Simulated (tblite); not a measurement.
# C7H13NSSi: the cost of one run

Computed with tblite 0.8.0 and PySCF 2.14.0, with density-fitted response routines of our own, on a single molecule in the gas phase. Atoms are numbered from 0 throughout.

## Step 1: Starting geometry

23 atoms, charge 0, multiplicity 1; geometry from: force field or distance geometry start.

Bonds of the start (Å): C0–S1 1.82, S1–C2 1.71, C2–C3 1.36, C3–C4 1.52, C3–C5 1.52, C5–Si6 1.88, Si6–C7 1.86, C7–C8 1.47, C8–N9 1.15, C0–H10 1.09, C0–H11 1.10, C0–H12 1.09, C2–H13 1.09, C4–H14 1.09, C4–H15 1.09, C4–H16 1.10, C5–H17 1.10, C5–H18 1.10, Si6–H19 1.49, Si6–H20 1.48, C7–H21 1.10, C7–H22 1.10.

## Step 2: Relaxing the molecule with GFN2-xTB

Job settings and geometry (Å):

```
{"job": {"kind": "relax", "xc": "GFN2-xTB", "basis": "xTB"}, "charge": 0, "multiplicity": 1}
C      3.316500    -1.695300     0.201100
S      2.424400    -0.383200     1.085200
C      1.311900     0.113100    -0.113200
C      0.336800     1.047400     0.060200
C      0.115300     1.831600     1.343100
C     -0.607200     1.380100    -1.081400
Si    -2.328100     0.636100    -0.974300
C     -2.266900    -1.194200    -0.634200
C     -1.405200    -1.910000    -1.586700
N     -0.714500    -2.459400    -2.326900
H      3.796500    -1.286900    -0.687600
H      2.611900    -2.487200    -0.096600
H      4.065500    -2.124400     0.864400
H      1.389900    -0.372100    -1.089000
H     -0.851500     1.585900     1.787000
H      0.880300     1.672100     2.109400
H      0.118800     2.908600     1.113800
H     -0.165800     1.048700    -2.030900
H     -0.690800     2.474100    -1.154000
H     -3.083400     1.302400     0.126100
H     -3.066300     0.910500    -2.229900
H     -3.288800    -1.606200    -0.683700
H     -1.904000    -1.364600     0.393400
```

On the command line:

```sh
$ OMP_NUM_THREADS=1 python probes_run.py task.json out
```

The driver reads the jobs from task.json and runs them one after another.

Q: Estimate the wall time and peak memory of this first job on 1 thread of Arm Neoverse N1, shared host.

About 1.5 s, with a peak of 0.18 GiB.
